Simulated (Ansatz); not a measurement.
# BrGaH4O3: the cost of one run

All numbers below are computed with Ansatz 0.2.0 (RKS BHLYP-D4/def2-SVP).

### 1 The structure to begin with

Bond lengths: Ga1–Br2 2.824 Å, Ga1–O3 1.733 Å, Ga1–O4 1.739 Å, Ga1–O6 2.196 Å, O3–H7 0.956 Å, O4–H8 0.956 Å, O6–H9 0.960 Å. Angles: Br2–Ga1–O3 111.2°, Br2–Ga1–O4 112.5°, Br2–Ga1–O6 74.4°, O3–Ga1–O4 126.0°, O3–Ga1–O6 119.8°, O4–Ga1–O6 101.3°, Ga1–O3–H7 120.8°, Ga1–O4–H8 119.7°, Ga1–O6–H9 115.0°.

As a file:

```xyz
9

Ga   -0.4152    0.1248   -0.3484
Br    1.4159   -2.0076   -0.6251
O    -0.4186    1.1342   -1.7569
O    -1.8050   -0.3112    0.6010
H     1.6101   -0.6539    0.8237
O     1.0955    0.4366    1.2149
H     0.3963    1.3470   -2.2089
H    -2.6657   -0.3600    0.1872
H     0.7869    0.2901    2.1125
```

### 2 Pulling towards end A

Springs on the bonds that form and break draw the guess towards this end; the thresholds are loose.

input.yaml

```yaml
crystal:
  periodic: [false, false, false]
  atoms:
    - { symbol: Ga, position_ang: [-0.4152, 0.1248, -0.3484] }
    - { symbol: Br, position_ang: [1.4159, -2.0076, -0.6251] }
    - { symbol: O, position_ang: [-0.4186, 1.1342, -1.7569] }
    - { symbol: O, position_ang: [-1.805, -0.3112, 0.601] }
    - { symbol: H, position_ang: [1.6101, -0.6539, 0.8237] }
    - { symbol: O, position_ang: [1.0955, 0.4366, 1.2149] }
    - { symbol: H, position_ang: [0.3963, 1.347, -2.2089] }
    - { symbol: H, position_ang: [-2.6657, -0.36, 0.1872] }
    - { symbol: H, position_ang: [0.7869, 0.2901, 2.1125] }
basis:
  gaussian: { orbitals: def2-SVP }
hamiltonian:
  xc: { name: BHLYP }
  dispersion: d4
relax:
  f_tol: 0.15
  max_steps: 25
  restrain:
    - { distance: [0, 5], at: 3.18, k: 30.0 }
    - { distance: [4, 1], at: 2.81, k: 30.0 }
    - { distance: [0, 1], at: 2.42, k: 30.0 }
    - { distance: [4, 5], at: 0.97, k: 30.0 }
```

The run is started by

```bash
ansatz run input.yaml --threads 4 --pin off --max-ram 5120MiB --backend cpu --events-out ev --progress --plain --runs-dir out
```

**Question.** How long does this run take on 4 threads of Arm Neoverse N1, shared host, and how much memory does it need?

About 58 s, with a peak of 0.36 GiB.
